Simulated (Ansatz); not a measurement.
# C2H7NSi: a ladder of functionals and wavefunction methods

One table from this session's results is given with a row withheld; the runs are named, their logs left out.

Program: Ansatz 0.2.0, Gaussian basis. Level of theory: functionals in def2-TZVPP, the program's frozen cores in correlated methods. These are calculated values, not measurements.

The runs, in order: PBE-D4, r2SCAN-D4, PBE0-D4, B3LYP-D4, ωB97X-V, ωB97M-V, B2PLYP; CCSD(T)/def2-TZVPP; CCSD(T)/def2-QZVPP; extrapolation to the limit.

### Structure used throughout

An earlier PBE0-D4 in a triple-zeta def2 set relaxation fixed the geometry.

SMILES `CC[Si]N`, 11 atoms, charge 0, spin multiplicity 1.

Atoms are counted from 1 here; the program's logs count them from 0.

Bond lengths: C1–C2 1.524 Å, C1–H5 1.093 Å, C1–H6 1.094 Å, C1–H7 1.094 Å, C2–Si3 1.913 Å, C2–H8 1.099 Å, C2–H9 1.099 Å, Si3–N4 1.709 Å, N4–H10 1.010 Å, N4–H11 1.007 Å. Angles: C2–C1–H5 112.2°, C2–C1–H6 111.4°, C2–C1–H7 111.4°, H5–C1–H6 107.4°, H5–C1–H7 107.4°, H6–C1–H7 106.8°, C1–C2–Si3 114.2°, C1–C2–H8 110.5°, C1–C2–H9 110.5°, Si3–C2–H8 107.6°, Si3–C2–H9 107.8°, H8–C2–H9 105.8°, C2–Si3–N4 98.0°, Si3–N4–H10 126.3°, Si3–N4–H11 121.7°, H10–N4–H11 112.0°.

Set-up of the first run:

The input, in.yaml:

```yaml
crystal:
  periodic: [false, false, false]
  atoms:
    - {symbol: C, position_ang: [-0.180138, 1.792723, 0.077791]}
    - {symbol: C, position_ang: [-0.352713, 0.281122, -0.016425]}
    - {symbol: Si, position_ang: [1.282822, -0.703353, 0.100775]}
    - {symbol: N, position_ang: [0.628706, -2.273716, -0.062790]}
    - {symbol: H, position_ang: [-1.133845, 2.322793, 0.010459]}
    - {symbol: H, position_ang: [0.461597, 2.171311, -0.722782]}
    - {symbol: H, position_ang: [0.288909, 2.082158, 1.022410]}
    - {symbol: H, position_ang: [-1.016847, -0.080681, 0.780620]}
    - {symbol: H, position_ang: [-0.843057, 0.007424, -0.960678]}
    - {symbol: H, position_ang: [-0.347579, -2.504879, -0.182011]}
    - {symbol: H, position_ang: [1.212155, -3.094892, -0.047389]}
basis:
  gaussian: {orbitals: def2-TZVPP}
hamiltonian: {xc: pbe, dispersion: d4}
output: {forces: true, orbitals: {seedname: orbitals}}
```

Started as:

```console
> ansatz run in.yaml --threads 2 --pin off --events-out ev --progress --plain --max-ram 32768MiB --backend cpu
```

Steps of the session up to this table: PBE-D4 (GGA); r2SCAN-D4 (meta-GGA); PBE0-D4 (hybrid); B3LYP-D4 (hybrid); ωB97X-V (range-separated); ωB97M-V (range-separated); B2PLYP (double hybrid); CCSD(T) in def2-TZVPP; CCSD(T) in def2-QZVPP.

One of the session's tables, all rows but one given; the rest of the session is left out.

It belongs to the step «Atomisation energies». 

| method | atomisation energy (kJ/mol) |
| --- | --- |
| PBE-D4 | 4099.7 |
| r2SCAN-D4 | 4021.0 |
| PBE0-D4 | 4037.5 |
| B3LYP-D4 | 4046.4 |
| ωB97X-V | 4044.2 |
| ωB97M-V | 4055.4 |
| B2PLYP | 3993.8 |
| HF/def2-TZVPP | 2927.7 |
| MP2/def2-TZVPP | 3953.5 |
| CCSD/def2-TZVPP | 3873.5 |
| CCSD(T)/def2-TZVPP | 3926.4 |
| MP2/CBS | ? |
| CCSD(T)/CBS | 4029.3 |

Estimate the missing values for MP2/CBS.

The run gave: atomisation energy (kJ/mol): 4059.7. In the column «atomisation energy (kJ/mol)» it lies between ωB97M-V (4055.4) and PBE-D4 (4099.7).

Limits of these values: Free atoms (2 C, 1 Si, 1 N, 7 H) were run apart at each level; the atomisation energy is their sum less the molecule, without zero-point or spin-orbit terms.
